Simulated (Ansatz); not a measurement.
# PBr− (doublet): wave-function methods side by side, aug-cc-pVDZ

The task here is to estimate one member of a computed series from the others.

The runs use Ansatz 0.2.0, Gaussian basis; aug-cc-pVDZ, core rule «outside noble gas», up to 19 orbitals frozen.

To be run: UHF; CCSD(T) on ROHF; CCSD(T) on UHF; BCCD(T) on ROHF; CISD; CCSDT(Q) on ROHF; CCSDT(Q) on UHF; CASSCF and MRCISD+Q, 13 electrons in 8 orbitals; CASSCF and NEVPT2, 13 electrons in 8 orbitals.

13 further runs of the same task are left out: 5 that didn't finish, 8 set aside as unsound or not needed.

## The system

The geometry is a PBE0/def2-TZVPD stationary point (not a proven minimum). No spin-orbit coupling is included. The filled d shell of Br may be among the frozen orbitals whatever the setting's name suggests; the logs give the count.

2 atoms, charge -1, spin multiplicity 2.

Atoms are counted from 1 here; the program's logs count them from 0.

Bond lengths: P1–Br2 2.316 Å.

The first run:

Input file in.yaml:

```yaml
crystal:
  periodic: [false, false, false]
  atoms:
    - {symbol: P, position_ang: [0.000000, 0.000000, 0.000000]}
    - {symbol: Br, position_ang: [0.000000, 0.000000, 2.316300]}
basis:
  gaussian: {orbitals: aug-cc-pVDZ}
total_charge: -1
magnetization: {spin_polarized: true, initial_magnetization: 1}
hamiltonian: {xc: hf}
output: {orbitals: {seedname: orbitals}}
```

The run is started by

```console
ansatz run in.yaml --threads 1 --pin off --events-out ev --progress --plain --max-ram 2393MiB
```

Among the steps run: UHF; CCSD(T) on ROHF; CCSD(T) on UHF; BCCD(T) on ROHF; CISD; CCSDT(Q) on ROHF; CCSDT(Q) on UHF; CASSCF and MRCISD+Q, 13 electrons in 8 orbitals; CASSCF and NEVPT2, 13 electrons in 8 orbitals.

One of the session's tables, all rows but one given; the rest of the session is left out.

```
          method  from UCCSDT(Q) (meV)
            ROHF               +7279.1
             UHF               +7160.9
            RMP2                     ?
            UMP2               +1030.0
            CISD                +954.2
           RCCSD                +290.9
           UCCSD                +287.6
        RCCSD(T)                 +47.6
        UCCSD(T)                 +48.2
         BCCD(T)                 +47.0
          RCCSDT                 +19.8
          UCCSDT                 +19.5
       RCCSDT(Q)                  +1.4
       UCCSDT(Q)                     0
  CASSCF valence               +6843.4
  NEVPT2 valence               +1586.6
  MRCISD valence                +829.2
MRCISD+Q valence                +111.0
```

**Question.** Estimate the row for RMP2.

**Answer.** from UCCSDT(Q) (meV): +1006.3. In the column «from UCCSDT(Q) (meV)» it lies between CISD (+954.2) and UMP2 (+1030.0).

To keep in mind: Restricted and unrestricted rows rest on different reference determinants; where their highest levels disagree by more than a few hundredths of an eV, they describe different states and don't form one ladder.
